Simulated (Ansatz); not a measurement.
# C₂H₆OSi: up Jacob's ladder to CCSD(T)

How much do the methods differ for C₂H₆OSi? The plan is to run it at one geometry with functionals of several rungs and with coupled cluster. The yardstick is the atomisation energy at the CCSD(T) limit.

Computed with Ansatz 0.2.0, Gaussian basis. Level: functionals in def2-TZVPP, the program's frozen cores in correlated methods.

The runs, in order: LDA (SPW92), PBE-D4, revPBE-D4, BLYP-D4, r2SCAN-D4, B97M-V, PBE0-D4, B3LYP-D4, r2SCANh-D4, r2SCAN0-D4, HSE06-D4, BHLYP-D4, CAM-B3LYP-D4, LC-ωPBE, ωB97X-V, ωB97M-V, B2PLYP, PBE-QIDH; CCSD(T)/def2-SVP; CCSD(T)/def2-TZVPP; MP2/def2-QZVPP; extrapolation to the limit; RPA on PBE.

### 1 The relaxed structure

All runs share one geometry, relaxed beforehand with PBE0-D4 in a triple-zeta def2 set.

SMILES `C[SiH2]C=O`, 10 atoms, charge 0, spin multiplicity 1.

Atoms are counted from 1 here; the program's logs count them from 0.

Bond lengths: C1–Si2 1.860 Å, C1–H5 1.092 Å, C1–H6 1.092 Å, C1–H7 1.092 Å, Si2–C3 1.926 Å, Si2–H8 1.490 Å, Si2–H9 1.490 Å, C3–O4 1.206 Å, C3–H10 1.118 Å. Angles: Si2–C1–H5 110.3°, Si2–C1–H6 110.3°, Si2–C1–H7 111.2°, H5–C1–H6 107.9°, H5–C1–H7 108.6°, H6–C1–H7 108.6°, C1–Si2–C3 109.6°, C1–Si2–H8 112.8°, C1–Si2–H9 112.8°, C3–Si2–H8 106.9°, C3–Si2–H9 106.9°, H8–Si2–H9 107.6°, Si2–C3–O4 122.1°, Si2–C3–H10 118.9°, O4–C3–H10 119.0°.

### 2 LDA

This LDA is Slater exchange with PW92 correlation.

in.yaml

```yaml
crystal:
  periodic: [false, false, false]
  atoms:
    - {symbol: C, position_ang: [-0.937126, -0.566359, -0.936431]}
    - {symbol: Si, position_ang: [-0.300540, 0.187770, 0.639859]}
    - {symbol: C, position_ang: [1.592550, 0.503918, 0.485056]}
    - {symbol: O, position_ang: [2.209168, 0.226124, -0.513810]}
    - {symbol: H, position_ang: [-0.425095, -1.509246, -1.138875]}
    - {symbol: H, position_ang: [-0.751221, 0.103114, -1.778708]}
    - {symbol: H, position_ang: [-2.010096, -0.759358, -0.875975]}
    - {symbol: H, position_ang: [-0.495923, -0.696662, 1.823075]}
    - {symbol: H, position_ang: [-0.934715, 1.500164, 0.949398]}
    - {symbol: H, position_ang: [2.136200, 0.959334, 1.349310]}
basis:
  gaussian: {orbitals: def2-TZVPP}
hamiltonian: {xc: lda}
output: {orbitals: {seedname: orbitals}}
```

Launch:

```
$ ansatz run in.yaml --threads 2 --pin off --events-out ev --progress --plain --max-ram 4352MiB
```

The runs that follow: PBE-D4 (GGA); revPBE-D4 (GGA); BLYP-D4 (GGA); r2SCAN-D4 (meta-GGA); B97M-V (meta-GGA); B3LYP-D4 (hybrid); r2SCANh-D4 (hybrid); r2SCAN0-D4 (hybrid); HSE06-D4 (hybrid); BHLYP-D4 (hybrid); CAM-B3LYP-D4 (range-separated); LC-ωPBE (range-separated); ωB97X-V (range-separated); ωB97M-V (range-separated); B2PLYP (double hybrid); PBE-QIDH (double hybrid); CCSD(T) in def2-SVP; CCSD(T) in def2-TZVPP; MP2 in def2-QZVPP; RPA on PBE orbitals.

**Question.** What will the summary of the whole plan be? Wanted: atomisation energy, CCSD(T)/CBS; farthest beyond LDA; mean size of error, GGA; mean size of error, meta-GGA; mean size of error, hybrid; mean size of error, range-separated; mean size of error, double hybrid; gap, smallest and largest; T1 diagnostic.

The runs gave:

```
                               quantity                                                                                                                    value
        atomisation energy, CCSD(T)/CBS                                                                                                                38.383 eV
    functionals within 0.192 eV (0.5 %)  revPBE-D4, BLYP-D4, r2SCAN-D4, B97M-V, PBE0-D4, B3LYP-D4, r2SCANh-D4, HSE06-D4, CAM-B3LYP-D4, LC-ωPBE, ωB97X-V, ωB97M-V
                    farthest beyond LDA                                                                                                     BHLYP-D4 (-1.101 eV)
                mean size of error, GGA                                                                                                                 0.286 eV
           mean size of error, meta-GGA                                                                                                                 0.075 eV
             mean size of error, hybrid                                                                                                                 0.327 eV
    mean size of error, range-separated                                                                                                                 0.143 eV
      mean size of error, double hybrid                                                                                                                 0.366 eV
              gap, smallest and largest                                                                                2.72 eV (LDA (SPW92)), 10.68 eV (LC-ωPBE)
                          T1 diagnostic                                                                                                                   0.0140
triples share of the correlation energy                                                                                                                    3.9 %
```

**Reading.** The LDA atomisation energy is off by 5.206 eV (14 %): it overbinds. PBE-D4 misses by +0.656 eV. Double hybrids carry the basis error of their MP2 part in triple zeta, and no dispersion term here, so their miss is partly the set-up's. The rungs meta-GGA, range-separated miss on average by less than the doubt on the reference (0.192 eV), so they tie. Misses under about 0.192 eV are within the doubt on the reference itself, which lacks core-valence correlation, relativity and higher excitations. Hartree-Fock recovers 73 % of the binding; the rest is correlation. CCSD(T) in def2-SVP is off by -2.006 eV, worse than the median functional, from the basis alone. The gap grows from 2.7 to 10.7 eV across the functionals, mostly with the share of exact exchange.
